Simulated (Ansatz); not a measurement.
**CHGeN (triplet): the correlation ladder, cc-pVDZ**

One table from this session's results is given with a row withheld; the runs are named, their logs left out.

Method: cc-pVDZ, core rule «outside noble gas», up to 16 orbitals frozen; program: Ansatz 0.2.0, Gaussian basis.

Plan: UHF; CCSD(T) on ROHF; CCSD(T) on UHF; BCCD(T) on ROHF; CISD; CCSDT(Q) on ROHF; CCSDT(Q) on UHF; CASSCF and NEVPT2, 10 electrons in 10 orbitals.

23 further runs of the same task are left out: 8 that didn't finish, 15 set aside as unsound or not needed.

### The geometry

The geometry is a PBE0/def2-TZVP stationary point (not a proven minimum). No spin-orbit coupling is included. The filled d shell of Ge may be among the frozen orbitals whatever the setting's name suggests; the logs give the count.

4 atoms, charge 0, spin multiplicity 3.

Atoms are counted from 1 here; the program's logs count them from 0.

Bond lengths: C1–N2 1.228 Å, C1–Ge3 2.120 Å, N2–Ge3 2.234 Å, N2–H4 1.014 Å. Angles: N2–C1–Ge3 78.8°, C1–N2–Ge3 68.6°, C1–N2–H4 135.3°, Ge3–N2–H4 156.2°, C1–Ge3–N2 32.6°.

The first run:

Contents of in.yaml:

```yaml
crystal:
  periodic: [false, false, false]
  atoms:
    - {symbol: C, position_ang: [0.000000, -0.784995, 1.378769]}
    - {symbol: N, position_ang: [0.000000, 0.418069, 1.625258]}
    - {symbol: Ge, position_ang: [0.000000, 0.035580, -0.575618]}
    - {symbol: H, position_ang: [0.000000, 0.980237, 2.468801]}
basis:
  gaussian: {orbitals: cc-pVDZ}
magnetization: {spin_polarized: true, initial_magnetization: 2}
hamiltonian: {xc: hf}
output: {orbitals: {seedname: orbitals}}
```

Command:

```
ansatz run in.yaml --threads 1 --pin off --events-out ev --progress --plain --max-ram 2393MiB
```

Steps of the session up to this table: UHF; CCSD(T) on ROHF; CCSD(T) on UHF; BCCD(T) on ROHF; CISD; CCSDT(Q) on ROHF; CCSDT(Q) on UHF; CASSCF and NEVPT2, 10 electrons in 10 orbitals.

One table of the session follows, with a row left open; its other results are not shown here.

```
         method  from UCCSDT(Q) (meV)
           ROHF              +10453.6
            UHF              +10190.7
           RMP2               +1178.6
           UMP2                     ?
          RCCSD                +512.2
          UCCSD                +499.6
       RCCSD(T)                 +75.3
       UCCSD(T)                 +73.4
        BCCD(T)                 +74.2
         RCCSDT                 +47.5
         UCCSDT                 +41.5
      RCCSDT(Q)                  +8.6
      UCCSDT(Q)                     0
CASSCF frontier               +7106.5
NEVPT2 frontier               +1505.8
```

Q: Estimate the row for UMP2 from the others.

The run gave: from UCCSDT(Q) (meV): +1259.6. In the column «from UCCSDT(Q) (meV)» it lies between RMP2 (+1178.6) and NEVPT2 frontier (+1505.8).

Not comparable, so not listed: CISD (they don't share determinant, frozen orbitals or solution with the rows shown, or repeat one).

To keep in mind: Restricted and unrestricted rows rest on different reference determinants; where their highest levels disagree by more than a few hundredths of an eV, they describe different states and don't form one ladder.
